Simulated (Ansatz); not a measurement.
# CH6GeO: the cost of one run

Program: Ansatz 0.2.0, Gaussian basis. Level of theory: the settings change from run to run. These are calculated values, not measurements.

## (1) The relaxed structure

An earlier PBE0-D4 in a triple-zeta def2 set relaxation fixed the geometry.

9 atoms, charge 0, spin multiplicity 1.

Atoms are counted from 1 here; the program's logs count them from 0.

Bond lengths: O1–C2 1.415 Å, O1–H4 0.960 Å, C2–Ge3 1.968 Å, C2–H5 1.098 Å, C2–H6 1.098 Å, Ge3–H7 1.536 Å, Ge3–H8 1.540 Å, Ge3–H9 1.536 Å. Angles: C2–O1–H4 108.8°, O1–C2–Ge3 108.0°, O1–C2–H5 112.0°, O1–C2–H6 112.0°, Ge3–C2–H5 108.5°, Ge3–C2–H6 108.5°, H5–C2–H6 107.6°, C2–Ge3–H7 110.0°, C2–Ge3–H8 108.6°, C2–Ge3–H9 110.0°, H7–Ge3–H8 109.3°, H7–Ge3–H9 109.6°, H8–Ge3–H9 109.3°.

## (2) BLYP/cc-pVTZ-DK

Set apart from the defaults: D4 dispersion, relativity set to scalar, high accuracy.

Contents of in.yaml:

```yaml
crystal:
  periodic: [false, false, false]
  atoms:
    - {symbol: O, position_ang: [-1.059412, -0.165161, -1.285006]}
    - {symbol: C, position_ang: [-0.095007, 0.554258, -0.541162]}
    - {symbol: Ge, position_ang: [0.456578, -0.562011, 0.982468]}
    - {symbol: H, position_ang: [-1.336457, 0.371206, -2.032041]}
    - {symbol: H, position_ang: [-0.495942, 1.499937, -0.153807]}
    - {symbol: H, position_ang: [0.793936, 0.790786, -1.140275]}
    - {symbol: H, position_ang: [-0.754128, -0.865192, 1.878086]}
    - {symbol: H, position_ang: [1.512159, 0.207418, 1.798277]}
    - {symbol: H, position_ang: [1.066871, -1.877741, 0.476361]}
basis:
  gaussian: {orbitals: cc-pVTZ-DK}
hamiltonian: {xc: {name: BLYP}, dispersion: d4, pseudopotentials: {relativity: scalar}}
accuracy: high
output: {forces: true}
```

Launch:

```sh
$ ansatz run in.yaml --threads 2 --pin off --events-out ev --progress --plain --max-ram 4352MiB
```

What time and memory should one allow on 2 threads of AMD EPYC 9R45, shared host?

About 7.5 s, with a peak of 0.83 GiB.
